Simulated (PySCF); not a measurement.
# CoBr₂⁺: relaxation and vibrations of the triplet

Where does triplet CoBr₂⁺ go from a linear start, is the end point a minimum, and what are its modes, charges and moments?

Program: PySCF 2.14.0. Level of theory: PBE0, basis Co def2-TZVP, Br def2-TZVP, no relativity, density fitting. These are calculated values, not measurements.

### Step 1. The system as given

3 atoms, charge 1, spin multiplicity 3.

Bond lengths: Co1–Br2 2.205 Å, Co1–Br3 2.205 Å. Angles: Br2–Co1–Br3 180.0°.

```xyz
3
charge 1 multiplicity 3
Co    0.0000    0.0000    0.0000
Br    0.0000    0.0000    2.2050
Br    0.0000    0.0000   -2.2050
```

### Step 2. First SCF at the start

One driver script runs all steps and calls PySCF; scf.py shows how it sets up the SCF of each step. The optimiser is the driver's own. After this first run the driver tries any further starts and a stability analysis.

scf.py reads:

```python
from pyscf import gto, scf, dft
mol = gto.M(atom='''
Co     0.000000     0.000000     0.000000
Br     0.000000     0.000000     2.205000
Br     0.000000     0.000000    -2.205000''',
    basis={'Co': 'def2-TZVP', 'Br': 'def2-TZVP'},
    charge=1, spin=2)
mf = dft.UKS(mol, xc='PBE0')
mf.grids.atom_grid = (50, 194)
aux = {'Co': 'def2-universal-JKFIT', 'Br': 'def2-universal-JKFIT'}
mf = mf.density_fit(auxbasis=aux)
mf.conv_tol = 1e-08
mf.diis_space = 10
mf.max_cycle = 60
mf.init_guess = 'minao'
mf.verbose = 4
mf.kernel()
```

Run with:

```console
> OMP_NUM_THREADS=4 python axn.py task.json out
```

The runs that follow: Relaxation: linear start, triplet; Is it a minimum? Harmonic modes.

Before running it: what results should come out? Wanted: minimum; geometry; wavenumbers; dipole moment; highest occupied, lowest empty level; polar-tensor charge of Co1; zero-point energy; ⟨S²⟩.

As calculated:

| quantity | value |
| --- | --- |
| minimum | broken-symmetry (Ms = 1), D∞h |
| geometry | Co–Br 2.262 Å (×2); Br–Co–Br 180.0° |
| wavenumbers (cm⁻¹) | 50, 68, 190, 295 |
| dipole moment (centre of mass) | 0.00 D |
| highest occupied, lowest empty level (either spin) | -13.78, -12.36 eV |
| polar-tensor charge of Co1 | -0.23 e |
| zero-point energy | 3.6 kJ/mol |
| entropy at 298.15 K | 317.3 J/(mol K) |
| ⟨S²⟩ | 2.973 |

In words: The linear start keeps its D∞h symmetry and ends in a minimum. The determinant is spin-contaminated (⟨S²⟩ = 2.97 against 2.00), so it is no pure spin state. In the infrared the band at 295 cm⁻¹ leads. The first SCF alone would have been 15 kJ/mol too high. Only this shape and spin were tried, so other structures or states may lie lower. The SCF density has lower symmetry than the nuclear frame. Open d and f shells are described by one determinant, and the ground state may have another occupation or spin.
